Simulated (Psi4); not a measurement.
**ZrO (SMILES [O][Zr]): PBE/def2-TZVPD (core potential, sweep point 5)**

Aim: the vertical ionisation energy of ZrO at PBE/def2-TZVPD (core potential, sweep point 5), from 2 runs. 

Program for the calculation: Psi4 1.11.

7 further runs of the same task are left out: 3 that didn't finish, 4 set aside as unsound or not needed.

**1. The system as given**

The species is ZrO (2 atoms), meant as a singlet with charge 0. SMILES: `[O][Zr]`. The bond length is the measured one.

Bond lengths: O1–Zr2 1.712 Å.

**2. A single-point energy at PBE/def2-TZVPD (core potential, sweep point 5)**

Input file input.inp:

```
memory 1.6 GB

molecule molecule1 {
  O      0.00000000     0.00000000     0.00000000
  Zr     0.00000000     0.00000000     3.23445523
  units au
  symmetry c1
}

set globals {
  reference            rks
  puream               true
  scf_type             pk
  dft_radial_points    75
  dft_spherical_points 302
}

E, wfn = energy('pbe/def2-TZVPD', return_wfn=True)
```

Command:

```console
$ psi4 input.inp input.out -n 1
```

input.out:

```text
[...]
    !!!  WARNING: ECP capability is in beta. Please check occupations closely.  !!!
[...]
  Running in c1 symmetry.
[...]
  Nuclear repulsion =   29.680423185205132
[...]
  Multiplicity = 1
[...]
  Nalpha       = 10
  Nbeta        = 10
[...]
    Number of basis functions: 80
[...]
   @RKS iter   1:  -121.68229386197768    2.10660e-01   1.37383e-02 ADIIS/DIIS
[...]
   @RKS iter  13:  -122.21928436479425   -7.37890e-09   1.61464e-07 DIIS
[...]
    Orbital Energies [Eh]
    ---------------------
    Doubly Occupied:
       1A    -18.767929     2A     -2.068715     3A     -1.258607
       4A     -1.243739     5A     -1.243739     6A     -0.799205
       7A     -0.321150     8A     -0.321150     9A     -0.314430
      10A     -0.168785
[...]
  @RKS Final Energy:  -122.21928436479425
   => Energetics <=
    Nuclear Repulsion Energy =             29.6804231852051323
    One-Electron Energy =                -240.6490581034104537
    Two-Electron Energy =                 103.0310923931454283
    DFT Exchange-Correlation Energy =     -14.2817418397343729
    Empirical Dispersion Energy =           0.0000000000000000
    VV10 Nonlocal Energy =                  0.0000000000000000
    Total Energy =                       -122.2192843647942482
[...]
 Multipole Moments:
 ------------------------------------------------------------------------------------
     Multipole            Electronic (a.u.)      Nuclear  (a.u.)        Total (a.u.)
 ------------------------------------------------------------------------------------
 L = 1.  Multiply by 2.5417464519 to convert [e a0] to [Debye]
 Dipole X            :          0.0000006            0.0000000            0.0000006
 Dipole Y            :          0.0000007            0.0000000            0.0000007
 Dipole Z            :         17.0105857          -16.1050989            0.9054868
 Magnitude           :                                                    0.9054868
[...]
```

It took 3.3 s on 1 thread of Intel Xeon 6975P-C (Granite Rapids), shared host; peak memory 0.38 GiB.

**3. The doublet cation at the same level**

Input file ozr.in:

```
memory 1.6 GB

molecule m {
  1 2
  O      0.00000000     0.00000000     0.00000000
  Zr     0.00000000     0.00000000     3.23445523
  units au
  symmetry c1
}

set {
  reference            uks
  puream               true
  scf_type             pk
  dft_radial_points    75
  dft_spherical_points 302
  maxiter              150
}

result, w = energy("pbe/def2-TZVPD", return_wfn=True)
```

Command:

```console
$ psi4 ozr.in ozr.out -n 1
```

ozr.out:

```text
[...]
    !!!  WARNING: ECP capability is in beta. Please check occupations closely.  !!!
[...]
  Running in c1 symmetry.
[...]
  Nuclear repulsion =   29.680423185205132
[...]
  Multiplicity = 2
[...]
  Nalpha       = 10
  Nbeta        = 9
[...]
    Number of basis functions: 80
[...]
   @UKS iter   1:  -121.45995516055346    4.32999e-01   1.39763e-02 ADIIS/DIIS
[...]
   @UKS iter  14:  -121.97110432868494   -7.84394e-08   8.82171e-07 DIIS
[...]
   @S^2 Observed:                7.548769872E-01
[...]
    Orbital Energies [Eh]
    ---------------------
    Alpha Occupied:
       1A    -18.949020     2A     -2.236778     3A     -1.440334
       4A     -1.417334     5A     -1.413344     6A     -0.976263
       7A     -0.500703     8A     -0.499161     9A     -0.492637
      10A     -0.361477
    Alpha Virtual:
      11A     -0.350792    12A     -0.330491    13A     -0.281879
      14A     -0.281459    15A     -0.236607    16A     -0.188709
      17A     -0.186369    18A     -0.110044    19A     -0.082831
      20A     -0.044803    21A     -0.044509    22A     -0.042473
      23A     -0.039997    24A     -0.037860    25A     -0.029514
[...]
  @UKS Final Energy:  -121.97110432868494
   => Energetics <=
    Nuclear Repulsion Energy =             29.6804231852051323
    One-Electron Energy =                -237.0400684951408721
    Two-Electron Energy =                  99.6600130886983777
    DFT Exchange-Correlation Energy =     -14.2714721074475932
    Empirical Dispersion Energy =           0.0000000000000000
    VV10 Nonlocal Energy =                  0.0000000000000000
    Total Energy =                       -121.9711043286849446
[...]
 Multipole Moments:
 ------------------------------------------------------------------------------------
     Multipole            Electronic (a.u.)      Nuclear  (a.u.)        Total (a.u.)
 ------------------------------------------------------------------------------------
 L = 1.  Multiply by 2.5417464519 to convert [e a0] to [Debye]
 Dipole X            :          0.0000056            0.0000000            0.0000056
 Dipole Y            :         -0.0000043            0.0000000           -0.0000043
 Dipole Z            :         18.3407879          -16.1050989            2.2356890
 Magnitude           :                                                    2.2356890
[...]
```

It took 4.2 s on 1 thread of Intel Xeon 6975P-C (Granite Rapids), shared host; peak memory 0.38 GiB.

**4. What came out**

Level: PBE/def2-TZVPD (core potential, sweep point 5).

| quantity | value |
| --- | --- |
| singlet ZrO: total energy | -122.21928 Eh |
| singlet ZrO: dipole moment | 2.30 D |
| singlet ZrO: HOMO energy | -4.59 eV |
| singlet ZrO: LUMO energy | -4.30 eV |
| singlet ZrO: HOMO–LUMO gap | 0.30 eV |
| doublet cation: total energy | -121.97110 Eh |
| doublet cation: HOMO energy (highest over α and β) | -9.84 eV |
| doublet cation: LUMO energy (lowest over α and β) | -9.55 eV |
| doublet cation: ⟨S²⟩ | 0.755 |
| vertical ionisation energy (to the doublet cation) | 6.753 eV |

What this shows: The vertical ionisation energy comes to 6.75 eV (156 kcal/mol). −ε(HOMO) before ionisation, 4.59 eV, is 2.16 eV below this ionisation energy.
